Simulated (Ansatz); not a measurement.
# PBE/STO-3G run of BH5S (B(H2S)H3)

Aim: the electronic atomisation energy of BH5S (B(H2S)H3) at PBE/STO-3G, from 4 runs. 

The results are computed with Ansatz 0.2.0.

43 further runs of the same task are left out: 43 set aside as unsound or not needed.

**1. The system as given**

BH5S has 7 atoms, charge 0, and is taken as a singlet. SMILES: `[H]B([H])([H])<-S`. The shape is that of a GFN2-xTB optimisation.

Bond lengths: B1–S2 2.040 Å, S2–H3 1.336 Å, S2–H4 1.337 Å, B1–H5 1.181 Å, B1–H6 1.184 Å, B1–H7 1.181 Å. Angles: B1–S2–H3 98.0°, B1–S2–H4 98.0°, S2–B1–H5 102.5°, S2–B1–H6 103.4°, S2–B1–H7 102.5°, H3–S2–H4 92.0°, H5–B1–H6 115.4°, H5–B1–H7 114.9°, H6–B1–H7 115.4°.

**2. A single-point energy at PBE/STO-3G**

input.yaml reads:

```yaml
crystal:
  periodic: [false, false, false]
  atoms:
    - {symbol: B, position_ang: [0.127630, -0.217240, -0.817090]}
    - {symbol: S, position_ang: [0.134050, -0.231310, 1.222430]}
    - {symbol: H, position_ang: [0.506250, 1.037510, 1.415020]}
    - {symbol: H, position_ang: [-1.154430, 0.067690, 1.414850]}
    - {symbol: H, position_ang: [1.280190, -0.216980, -1.075620]}
    - {symbol: H, position_ang: [-0.453000, 0.779570, -1.081760]}
    - {symbol: H, position_ang: [-0.440700, -1.219250, -1.077830]}
basis:
  gaussian:
    orbitals: STO-3G
hamiltonian:
  xc: pbe
accuracy: high
```

Launch:

```bash
$ ansatz run input.yaml --threads 1 --pin off --max-ram 2610MiB --events-out events.jsonl --progress --plain --runs-dir runs
```

Output:

```text
Warning: RAYON_NUM_THREADS=1 ignored (pool sized by the plan → 1); use --threads N
Functional definition: PBE
  name "PBE"
  parameter kappa = 0.804
  parameter beta = 0.06672455060314922
  exchange = pbe_x(kappa = kappa, mu = beta*pi^2/3)
  correlation = pbe_c(beta = beta)
329 factors; integrals over basis functions are off by at most 8.7e-9 eV
mean field evaluation 1: about -11455.9259 eV, gradient 1.9e1 eV
mean field evaluation 2: about -11456.5128 eV, gradient 1.5e1 eV
mean field evaluation 4: about -11457.5146 eV, gradient 2.8e-1 eV
mean field evaluation 8: about -11457.4497 eV, gradient 1.1e-2 eV
mean field evaluation 16: about -11457.4497 eV, gradient 3.3e-8 eV
mean field -11457.44969701 eV, -421.0535102269 hartree, gradient 3.5e-8 eV, S^2 0.000000; 0 other end points of the search recorded, 0 dependent functions left out
reference -11457.44969892 eV, -421.0535102971 hartree; 13, 13 occupied and 6, 6 virtual orbitals, 329 factors
Total energy: -11457.44969892 eV, -421.0535102971 hartree
```

Wall time 1.1 s (1 thread of Arm Neoverse V2, shared host); peak memory 0.096 GiB.

**3. The B atom at the same level**

in.yaml reads:

```yaml
crystal:
  periodic: [false, false, false]
  atoms:
    - {symbol: B, position_ang: [0.000000, 0.000000, 0.000000]}
basis:
  gaussian: {orbitals: STO-3G}
magnetization: {spin_polarized: true, initial_magnetization: 1}
hamiltonian: {xc: pbe}
accuracy: high
```

Run the same way, it converges to -24.22452 Eh (log not shown).

**4. The H atom**

run.yaml reads:

```yaml
basis:
  gaussian: {orbitals: STO-3G}
crystal:
  periodic: [false, false, false]
  atoms:
    - {symbol: H, position_ang: [0.000000, 0.000000, 0.000000]}
magnetization: {spin_polarized: true, initial_magnetization: 1}
hamiltonian: {xc: {name: PBE}}
accuracy: high
```

Run the same way, it converges to -0.46438 Eh (log not shown).

**5. The S atom**

in.yaml reads:

```yaml
crystal:
  periodic: [false, false, false]
  atoms:
    - symbol: S
      position_ang: [0.000000, 0.000000, 0.000000]
basis:
  gaussian: {orbitals: STO-3G}
hamiltonian: {xc: pbe}
magnetization: {spin_polarized: true, initial_magnetization: 2}
accuracy: high
```

Launch:

```bash
$ ansatz run in.yaml --threads 1 --pin off --max-ram 2610MiB --events-out events.jsonl --progress --plain --runs-dir runs
```

Output, shortened:

```text
Warning: RAYON_NUM_THREADS=1 ignored (pool sized by the plan → 1); use --threads N
[... 6 set-up lines as earlier in the session ...]
42 factors; integrals over basis functions are off by at most 2.4e-9 eV
mean field evaluation 1: about -10707.1075 eV, gradient 1.6e-1 eV
mean field evaluation 2: about -10707.1076 eV, gradient 4.7e-3 eV
mean field evaluation 4: about -10707.1076 eV, gradient 1.5e-7 eV
mean field evaluation 8: about -10707.1071 eV, gradient 4.4e-3 eV
mean field evaluation 16: about -10707.1073 eV, gradient 7.2e-5 eV
mean field -10707.10759544 eV, -393.4789465942 hartree, gradient 2.3e-10 eV, S^2 2.000000; 2 other end points of the search recorded, 0 dependent functions left out
reference -10707.10759638 eV, -393.4789466288 hartree; 9, 7 occupied and 0, 2 virtual orbitals, 42 factors
Total energy: -10707.10759638 eV, -393.4789466288 hartree
```

Wall time 0.4 s (1 thread of Arm Neoverse V2, shared host).

**6. Outcome**

Level: PBE/STO-3G.

```
                     quantity          value
       molecule: total energy  -421.05351 Eh
         B atom: total energy   -24.22452 Eh
                 B atom: ⟨S²⟩          0.750
         H atom: total energy    -0.46438 Eh
                 H atom: ⟨S²⟩          0.750
         S atom: total energy  -393.47895 Eh
                 S atom: ⟨S²⟩          2.000
electronic atomisation energy      27.978 eV
```

**Reading.** Taking the molecule apart into free atoms costs 27.98 eV (2699 kJ/mol), before zero-point energy and without spin-orbit coupling. In a minimal basis such a difference can be off by several eV, whatever the method.
